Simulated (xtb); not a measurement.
# C2H5AlS (SMILES C=[C]([AlH2])S): GFN2-xTB

Wanted: a structure relaxation of C2H5AlS. 

The results are computed with xtb 6.7.1 later snapshot.

**1. The molecule**

C2H5AlS has 9 atoms, charge 0, and is taken as a singlet. As SMILES, `C=[C]([AlH2])S`. The shape is that of a PBE0-D4/def2-TZVP optimisation. This is one conformer, not always the lowest. The run starts from this shape.

Bond lengths: C1–C2 1.340 Å, C2–Al3 1.942 Å, C2–S4 1.757 Å, C1–H5 1.086 Å, C1–H6 1.089 Å, Al3–H7 1.584 Å, Al3–H8 1.587 Å, S4–H9 1.342 Å. Angles: C1–C2–Al3 118.3°, C1–C2–S4 120.0°, Al3–C2–S4 121.6°, C2–C1–H5 120.3°, C2–C1–H6 123.6°, C2–Al3–H7 118.0°, C2–Al3–H8 118.7°, C2–S4–H9 97.6°, H5–C1–H6 116.1°, H7–Al3–H8 123.3°.

**2. A geometry optimisation at GFN2-xTB**

The input, .CHRG:

```
0
```

The input, .UHF:

```
0
```

The input, input.xyz:

```xyz
9

C     -0.05200000     1.29240000    -0.84540000
C     -0.30650000     0.32860000     0.05070000
Al     0.85600000    -1.22620000     0.08760000
S     -1.66500000     0.49010000     1.15300000
H      0.78650000     1.19700000    -1.52850000
H     -0.64760000     2.19840000    -0.94230000
H      2.05730000    -1.28250000    -0.94310000
H      0.55900000    -2.37440000     1.14230000
H     -1.49930000    -0.66960000     1.80850000
```

Command:

```
$ xtb input.xyz --gfn2 --opt vtight | tee run.log
```

Q: Predict the results. Wanted: total energy at the end; dipole moment; HOMO energy; LUMO energy; HOMO–LUMO gap; dispersion energy; mean polarisability.

Answer, from the run:

Level: GFN2-xTB.

| quantity | value |
| --- | --- |
| total energy at the end | -11.09409 Eh |
| dipole moment | 1.23 D |
| HOMO energy | -10.13 eV |
| LUMO energy | -6.74 eV |
| HOMO–LUMO gap | 3.39 eV |
| dispersion energy | -14.65 kJ/mol |
| mean polarisability (D4 model) | 73.3 bohr³ |

**Reading.** At the final geometry: Bond lengths: C1–C2 1.335 Å, C2–Al3 1.982 Å, C2–S4 1.782 Å, C1–H5 1.081 Å, C1–H6 1.080 Å, Al3–H7 1.545 Å, Al3–H8 1.557 Å, S4–H9 1.348 Å. Angles: C1–C2–Al3 127.3°, C1–C2–S4 121.3°, Al3–C2–S4 111.3°, C2–C1–H5 119.0°, C2–C1–H6 124.2°, C2–Al3–H7 121.3°, C2–Al3–H8 118.1°, C2–S4–H9 94.2°, H5–C1–H6 116.8°, H7–Al3–H8 120.6°. The optimisation took 14 steps and changed the energy by -0.056 eV. Mulliken charges run from -0.21 on S4 to +0.38 on Al3.
